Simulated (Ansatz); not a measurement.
**C₃H₈Ge: up Jacob's ladder to CCSD(T)**

How much do the methods differ for C₃H₈Ge? The plan is to run it at one geometry with functionals of several rungs and with coupled cluster, and see how far each lands from CCSD(T) at the basis-set limit for the atomisation energy.

Computed with Ansatz 0.2.0, Gaussian basis. Level: functionals in def2-TZVPP, the program's frozen cores in correlated methods.

Plan: LDA (SPW92), PBE-D4, revPBE-D4, BLYP-D4, r2SCAN-D4, B97M-V, PBE0-D4, B3LYP-D4, r2SCANh-D4, r2SCAN0-D4, HSE06-D4, BHLYP-D4, CAM-B3LYP-D4, LC-ωPBE, ωB97X-V, ωB97M-V, B2PLYP, PBE-QIDH; CCSD(T)/def2-SVP; CCSD(T)/def2-TZVPP; MP2/def2-QZVPP; extrapolation to the limit; RPA on PBE.

## 1. The relaxed structure

An earlier PBE0-D4 in a triple-zeta def2 set relaxation fixed the geometry.

SMILES `C=C[CH2][GeH3]`, 12 atoms, charge 0, spin multiplicity 1.

Atoms are counted from 1 here; the program's logs count them from 0.

Bond lengths: C1–C2 1.328 Å, C1–H5 1.086 Å, C1–H6 1.083 Å, C2–C3 1.485 Å, C2–H7 1.089 Å, C3–Ge4 1.972 Å, C3–H8 1.093 Å, C3–H9 1.094 Å, Ge4–H10 1.539 Å, Ge4–H11 1.537 Å, Ge4–H12 1.540 Å. Angles: C2–C1–H5 121.5°, C2–C1–H6 121.4°, H5–C1–H6 117.1°, C1–C2–C3 125.4°, C1–C2–H7 118.6°, C3–C2–H7 115.9°, C2–C3–Ge4 111.2°, C2–C3–H8 111.4°, C2–C3–H9 111.3°, Ge4–C3–H8 107.8°, Ge4–C3–H9 106.9°, H8–C3–H9 108.0°, C3–Ge4–H10 109.6°, C3–Ge4–H11 109.5°, C3–Ge4–H12 110.3°, H10–Ge4–H11 109.1°, H10–Ge4–H12 108.9°, H11–Ge4–H12 109.4°.

## 2. LDA

This LDA is Slater exchange with PW92 correlation.

in.yaml

```yaml
crystal:
  periodic: [false, false, false]
  atoms:
    - {symbol: C, position_ang: [-1.209115, 1.668451, 0.024364]}
    - {symbol: C, position_ang: [-0.122453, 1.025183, 0.434322]}
    - {symbol: C, position_ang: [-0.043098, -0.427954, 0.728822]}
    - {symbol: Ge, position_ang: [0.939268, -1.388112, -0.686004]}
    - {symbol: H, position_ang: [-2.158037, 1.155880, -0.101659]}
    - {symbol: H, position_ang: [-1.188171, 2.728501, -0.197747]}
    - {symbol: H, position_ang: [0.805528, 1.584430, 0.542462]}
    - {symbol: H, position_ang: [-1.037443, -0.873777, 0.807004]}
    - {symbol: H, position_ang: [0.486652, -0.614739, 1.667216]}
    - {symbol: H, position_ang: [2.319386, -0.737970, -0.890105]}
    - {symbol: H, position_ang: [0.148445, -1.310586, -2.002098]}
    - {symbol: H, position_ang: [1.135940, -2.864308, -0.292675]}
basis:
  gaussian: {orbitals: def2-TZVPP}
hamiltonian: {xc: lda}
output: {orbitals: {seedname: orbitals}}
```

Further steps of the session: PBE-D4 (GGA); revPBE-D4 (GGA); BLYP-D4 (GGA); r2SCAN-D4 (meta-GGA); B97M-V (meta-GGA); PBE0-D4 (hybrid); B3LYP-D4 (hybrid); r2SCANh-D4 (hybrid); r2SCAN0-D4 (hybrid); HSE06-D4 (hybrid); BHLYP-D4 (hybrid); CAM-B3LYP-D4 (range-separated); LC-ωPBE-D4 (range-separated); ωB97X-V (range-separated); ωB97M-V (range-separated); B2PLYP (double hybrid); PBE-QIDH (double hybrid); CCSD(T) in def2-SVP; CCSD(T) in def2-TZVPP; MP2 in def2-QZVPP; RPA on PBE orbitals.

Q: Predict the results of all the runs planned. Wanted: atomisation energy, CCSD(T)/CBS; farthest beyond LDA; mean size of error, GGA; mean size of error, meta-GGA; mean size of error, hybrid; mean size of error, range-separated; mean size of error, double hybrid; gap, smallest and largest; T1 diagnostic.

The runs gave:

| quantity | value |
| --- | --- |
| atomisation energy, CCSD(T)/CBS | 1041.3 kcal/mol |
| functionals within 10.4 kcal/mol (1.0 %) | revPBE-D4, BLYP-D4, r2SCAN-D4, B97M-V, PBE0-D4, B3LYP-D4, r2SCANh-D4, r2SCAN0-D4, HSE06-D4, CAM-B3LYP-D4, LC-ωPBE, ωB97X-V, ωB97M-V, PBE-QIDH |
| farthest beyond LDA | BHLYP-D4 (-22.9 kcal/mol) |
| mean size of error, GGA | 9.8 kcal/mol |
| mean size of error, meta-GGA | 2.6 kcal/mol |
| mean size of error, hybrid | 6.4 kcal/mol |
| mean size of error, range-separated | 3.0 kcal/mol |
| mean size of error, double hybrid | 8.3 kcal/mol |
| gap, smallest and largest | 5.10 eV (LDA (SPW92)), 12.14 eV (LC-ωPBE) |
| T1 diagnostic | 0.0110 |
| triples share of the correlation energy | 3.9 % |

What this shows: The LDA atomisation energy is off by 133.3 kcal/mol (13 %): it overbinds. PBE-D4 misses by +11.3 kcal/mol. Double hybrids carry the basis error of their MP2 part in triple zeta, and no dispersion term here, so their miss is partly the set-up's. The rungs meta-GGA, range-separated, hybrid, double hybrid, GGA miss on average by less than the doubt on the reference (10.4 kcal/mol), so they tie. The reference freezes the cores and leaves out relativity and excitations past (T), and its outer-core shells are covered unevenly, so misses under about 10.4 kcal/mol can't be ranked. Hartree-Fock recovers 75 % of the binding; the rest is correlation. CCSD(T) in def2-SVP is off by -44.9 kcal/mol, which most functionals beat. Orbital gaps span 5.1 to 12.1 eV; exact exchange widens them. Correlated methods include outer-core shells of Ge, which these sets cover unevenly.
